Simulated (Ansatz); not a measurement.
# ClFH2OZn: the cost of one run

Method: RKS PBE0-D4/def2-SVP, in Ansatz 0.2.0.

### 1 The structure to begin with

Bond lengths: Zn1–Cl2 2.590 Å, Zn1–O3 1.790 Å, O3–H4 1.010 Å, Zn1–F5 2.000 Å. Angles: Cl2–Zn1–O3 180.0°, Cl2–Zn1–F5 71.6°, O3–Zn1–F5 108.4°, Zn1–O3–H4 109.5°.

Structure file:

```xyz
6

Zn    0.0000    0.0000    0.0000
Cl    0.0000    0.0000    2.5900
O     0.0000    0.0000   -1.7900
H     0.2547   -0.9174   -2.1271
F    -1.8675   -0.3387    0.6306
H    -1.3940   -0.2528    1.7691
```

### 2 Pulling towards end A

Springs on the bonds that form and break draw the guess towards this end; the thresholds are loose.

input.yaml reads:

```yaml
crystal:
  periodic: [false, false, false]
  atoms:
    - { symbol: Zn, position_ang: [0.0, 0.0, 0.0] }
    - { symbol: Cl, position_ang: [0.0, 0.0, 2.59] }
    - { symbol: O, position_ang: [0.0, 0.0, -1.79] }
    - { symbol: H, position_ang: [0.2547, -0.9174, -2.1271] }
    - { symbol: F, position_ang: [-1.8675, -0.3387, 0.6306] }
    - { symbol: H, position_ang: [-1.394, -0.2528, 1.7691] }
basis:
  gaussian: { orbitals: def2-SVP }
hamiltonian:
  xc: pbe0
  dispersion: d4
relax:
  f_tol: 0.15
  max_steps: 25
  restrain:
    - { distance: [0, 4], at: 2.9, k: 30.0 }
    - { distance: [5, 1], at: 2.57, k: 30.0 }
    - { distance: [0, 1], at: 2.24, k: 30.0 }
    - { distance: [5, 4], at: 0.92, k: 30.0 }
output:
  orbitals: {}
```

Started as:

```console
ansatz run input.yaml --threads 2 --pin off --max-ram 3072MiB --backend cpu --events-out ev --progress --plain --runs-dir out
```

What time and memory should one allow on 2 threads of Arm Neoverse V1, shared host?

About 34 s, with a peak of 0.18 GiB.
